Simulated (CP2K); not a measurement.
# CH7BOSi (SMILES OCB[SiH3]), run twice

Wanted: energy and gradient of CH7BOSi, GFN0-xTB.

The calculation is run with CP2K 2026.2.

2 further runs of the same task are left out: 2 set aside as unsound or not needed.

## Step 1: The system as given

The species is CH7BOSi (11 atoms), meant as a singlet with charge 0. SMILES: `OCB[SiH3]`. The shape is that of a GFN2-xTB optimisation. This is one conformer, not always the lowest.

Bond lengths: O1–C2 1.423 Å, C2–B3 1.574 Å, B3–Si4 1.957 Å, O1–H5 0.963 Å, C2–H6 1.105 Å, C2–H7 1.104 Å, B3–H8 1.170 Å, Si4–H9 1.474 Å, Si4–H10 1.472 Å, Si4–H11 1.471 Å. Some angles: O1–C2–B3 114.2°, C2–B3–Si4 119.4°, O1–C2–H6 109.6°, O1–C2–H7 109.6°, B3–C2–H6 109.1°, B3–C2–H7 109.2°, C2–O1–H5 109.6°, C2–B3–H8 117.6°, Si4–B3–H8 123.0°, B3–Si4–H9 115.1°.

## Step 2: First attempt

gas.inp reads:

```
&FORCE_EVAL
 METHOD QS
 &DFT
  CHARGE 0
  MULTIPLICITY 1
  # Quickstep
  &QS
   METHOD XTB
   EPS_DEFAULT 1.0E-10
   &XTB
    GFN_TYPE 0
    CHECK_ATOMIC_CHARGES F
   &END XTB
  &END QS
  &POISSON
   PERIODIC NONE
   POISSON_SOLVER ANALYTIC
  &END POISSON
  # SCF settings
  &SCF
   SCF_GUESS ATOMIC
   EPS_SCF 1.0E-06
   MAX_SCF 65
   ADDED_MOS 8
   &DIAGONALIZATION
    ALGORITHM STANDARD
   &END DIAGONALIZATION
   &MIXING
    METHOD DIRECT_P_MIXING
    ALPHA 0.4
   &END MIXING
   &SMEAR ON
    METHOD FERMI_DIRAC
    ELECTRONIC_TEMPERATURE [K] 300
   &END SMEAR
  &END SCF
  # extra output
  &PRINT
   &MOMENTS
    PERIODIC F
    REFERENCE COM
    MAX_MOMENT 1
   &END MOMENTS
   &MO ON
    ENERGIES T
    OCCUPATION_NUMBERS T
    NDIGITS 6
    &EACH
     QS_SCF 0
    &END EACH
    ADD_LAST NUMERIC
   &END MO
   &HIRSHFELD OFF
   &END HIRSHFELD
  &END PRINT
 &END DFT
 # atoms, cell and kinds
 &SUBSYS
  &CELL
   ABC [angstrom] 15.1 17.7 15.5
   PERIODIC NONE
  &END CELL
  &COORD
   UNIT bohr
   O     -1.3074259     3.6583208    -2.6168360
   C     -0.6570389     2.1263387    -0.5058797
   B      0.0022299    -0.6899012    -1.2012044
   Si     1.0100019    -3.0350324     1.4755548
   H     -1.6821397     5.3475470    -2.0514678
   H     -2.2198991     2.1414376     0.8774754
   H      0.9553888     2.9797957     0.5079017
   H      0.0043653     2.1263387    -0.5058797
   H      0.6186963    -2.1022258     4.0699221
   H      3.7145780    -3.6782763     1.3692200
   H     -0.3201007    -5.4747256     1.4065987
  &END COORD
  &TOPOLOGY
   &CENTER_COORDINATES
   &END CENTER_COORDINATES
  &END TOPOLOGY
 &END SUBSYS
 &PRINT
  &FORCES ON
  &END FORCES
 &END PRINT
&END FORCE_EVAL
&GLOBAL
 PROJECT_NAME gas
 RUN_TYPE ENERGY_FORCE
 PRINT_LEVEL MEDIUM
&END GLOBAL
```

The run is started by

```
$ OMP_NUM_THREADS=1 cp2k.psmp gas.inp > gas.out
```

The program printed:

```text
CP2K| version string:                                       CP2K version 2026.2
[...]
 GLOBAL| Method name                                                        CP2K
[...]
 GLOBAL| Run type                                                   ENERGY_FORCE
[...]
                             - Atoms:                                         11
[...]
                             - Spherical basis functions:                     35
[...]
 *** WARNING in particle_methods.F:720 :: The distance between the atoms 2 ***
 *** and 8 is only 0.350 angstrom and thus smaller than the threshold of   ***
 *** 0.500 angstrom                                                        ***
[...]
 Number of electrons:                                                         24
[...]
  Fermi energy:                                                -0.29859533096108
[...]
 TB_DIPOLE| Moment [Debye]         -1.25734377       8.76289454      -2.79195622
 TB_DIPOLE| Derivative [a.u.]       0.00000000       0.00000000       0.00000000
[...]
 ENERGY| Total FORCE_EVAL ( QS ) energy [hartree]             -8.886564428621989
 FORCES| Atomic forces [hartree/bohr]
 FORCES|   Atom     x               y               z               |f|
 FORCES|      1 -1.72914117E-02  1.88689293E-02 -3.41048427E-02   4.26400012E-02
 FORCES|      2 -1.17436670E+01  2.50225044E-02  3.35093760E-02   1.17437414E+01
 FORCES|      3  2.74525247E-03 -8.37835870E-02 -3.55463877E-02   9.10536739E-02
 FORCES|      4 -3.23953184E-03  1.62230102E-02  1.76397892E-03   1.66370745E-02
 FORCES|      5  1.23892866E-03 -4.63617240E-03  9.45989078E-04   4.89120988E-03
 FORCES|      6 -2.77862583E-03  1.67873689E-03  1.94502582E-03   3.78444771E-03
 FORCES|      7  3.50731057E-02  5.09593414E-02  4.88865090E-02   7.88471178E-02
 FORCES|      8  1.17294356E+01 -2.33200693E-02 -1.70110224E-02   1.17294711E+01
 FORCES|      9  2.20788181E-03 -5.38445308E-03  3.61382671E-03   6.85031536E-03
 FORCES|     10 -2.42066770E-03  1.98063680E-03 -1.85197343E-03   3.63488099E-03
 FORCES|     11 -1.30357217E-03  2.39112286E-03 -2.15047934E-03   3.47006200E-03
 FORCES| Sum    -3.82875155E-15 -9.19403442E-17 -4.59701721E-17
 FORCES| Total atomic force                                       3.83013116E-15
[...]
```

Wall time 0.93 s (1 thread of Intel Xeon 6975P-C (Granite Rapids), shared host); peak memory 0.19 GiB.

## Step 3: Reading the log

The run finished; that doesn't make the result usable.

What is wrong: two atoms lie on top of or far too near each other. As the program read them, the closest atoms are 0.35 Å apart, against 0.96 Å in the sound input.

## Step 4: The mended input

molecule.inp reads:

```
&FORCE_EVAL
  METHOD QS
  &DFT
    &QS
      METHOD XTB
      EPS_DEFAULT 1.0E-10
      &XTB
        GFN_TYPE 0
        CHECK_ATOMIC_CHARGES F
      &END XTB
    &END QS
    &POISSON
      PERIODIC NONE
      POISSON_SOLVER ANALYTIC
    &END POISSON
    # SCF settings
    &SCF
      SCF_GUESS ATOMIC
      EPS_SCF 1.0E-06
      MAX_SCF 51
      ADDED_MOS 8
      &DIAGONALIZATION
        ALGORITHM STANDARD
      &END DIAGONALIZATION
      &MIXING
        METHOD PULAY_MIXING
        ALPHA 0.4
      &END MIXING
      &SMEAR ON
        METHOD FERMI_DIRAC
        ELECTRONIC_TEMPERATURE [K] 300
      &END SMEAR
    &END SCF
    # extra output
    &PRINT
      &MOMENTS
        PERIODIC F
        REFERENCE COM
        MAX_MOMENT 1
      &END MOMENTS
      &MO ON
        ENERGIES T
        OCCUPATION_NUMBERS T
        NDIGITS 6
        &EACH
          QS_SCF 0
        &END EACH
        ADD_LAST NUMERIC
      &END MO
      &HIRSHFELD OFF
      &END HIRSHFELD
    &END PRINT
  &END DFT
  # atoms, cell and kinds
  &SUBSYS
    &CELL
      ABC 15.1 17.7 15.9
      PERIODIC NONE
    &END CELL
    &COORD
      UNIT bohr
      O     -1.3074259     3.6583208    -2.6168360
      C     -0.6570389     2.1263387    -0.5058797
      B      0.0022299    -0.6899012    -1.2012044
      Si     1.0100019    -3.0350324     1.4755548
      H     -1.6821397     5.3475470    -2.0514678
      H     -2.2198991     2.1414376     0.8774754
      H      0.9553888     2.9797957     0.5079017
      H     -0.1142717    -1.2732975    -3.3312848
      H      0.6186963    -2.1022258     4.0699221
      H      3.7145780    -3.6782763     1.3692200
      H     -0.3201007    -5.4747256     1.4065987
    &END COORD
    &TOPOLOGY
      &CENTER_COORDINATES
      &END CENTER_COORDINATES
    &END TOPOLOGY
  &END SUBSYS
  &PRINT
    &FORCES ON
    &END FORCES
  &END PRINT
&END FORCE_EVAL

&GLOBAL
  PROJECT_NAME molecule
  RUN_TYPE ENERGY_FORCE
  PRINT_LEVEL MEDIUM
&END GLOBAL
```

The run is started by

```
$ OMP_NUM_THREADS=1 cp2k.psmp -i molecule.inp > molecule.out 2>&1
```

The program printed:

```text
CP2K| version string:                                       CP2K version 2026.2
[...]
 GLOBAL| Method name                                                        CP2K
[...]
 GLOBAL| Run type                                                   ENERGY_FORCE
[...]
                             - Atoms:                                         11
[...]
                             - Spherical basis functions:                     35
[...]
 Number of electrons:                                                         24
[...]
  Fermi energy:                                                -0.31602774250523
[...]
 TB_DIPOLE| Moment [Debye]         -0.45047902       0.98859387      -0.72368557
 TB_DIPOLE| Derivative [a.u.]       0.00000000       0.00000000       0.00000000
[...]
 ENERGY| Total FORCE_EVAL ( QS ) energy [hartree]            -12.370966022954885
 FORCES| Atomic forces [hartree/bohr]
 FORCES|   Atom     x               y               z               |f|
 FORCES|      1 -1.83668759E-04 -2.87570463E-03 -7.96454240E-03   8.46979025E-03
 FORCES|      2  7.04856534E-04  2.71160642E-03  1.22621208E-02   1.25781254E-02
 FORCES|      3 -2.74592269E-03  1.35922029E-02  7.43307369E-03   1.57333612E-02
 FORCES|      4  1.27883210E-04  6.69094792E-04 -1.07021616E-03   1.26862310E-03
 FORCES|      5  1.00080803E-03 -3.24222383E-03  1.34551959E-03   3.65021301E-03
 FORCES|      6  1.96966259E-03 -3.83939211E-03 -1.45576679E-03   4.55409261E-03
 FORCES|      7 -1.38220862E-04 -4.33180868E-03 -1.23446232E-03   4.50639198E-03
 FORCES|      8  6.77858693E-04 -5.10951406E-03 -5.85272535E-03   7.79878326E-03
 FORCES|      9  2.51657911E-04 -3.93326538E-04 -3.12064574E-03   3.15538703E-03
 FORCES|     10 -3.11113161E-03  4.12447094E-04 -4.26049917E-05   3.13864106E-03
 FORCES|     11  1.44621696E-03  2.40661867E-03 -2.99750303E-04   2.82368681E-03
 FORCES| Sum    -2.32019265E-17  1.89518540E-16 -9.49219002E-17
 FORCES| Total atomic force                                       2.13227047E-16
[...]
```

Run time: 0.84 s. Hardware: 1 thread of Intel Xeon 6975P-C (Granite Rapids), shared host; peak memory 0.19 GiB.

## Step 5: Summary of results

Level: GFN0-xTB.

| quantity | value |
| --- | --- |
| total energy | -12.37097 Eh |
| dipole moment (from atomic charges alone) | 1.31 D |
| HOMO energy | -10.53 eV |
| LUMO energy | -7.70 eV |
| HOMO–LUMO gap | 2.83 eV |
| dispersion energy | -7.04 kJ/mol |
| largest force on an atom | 0.809 eV/Å |

What this shows: The first attempt's energy was +94.815 eV off this one. The dipole comes from point charges on the atoms alone, without atomic dipoles, so it is partial. The largest force is 0.81 eV/Å: the shape isn't a stationary point for this species at this level.
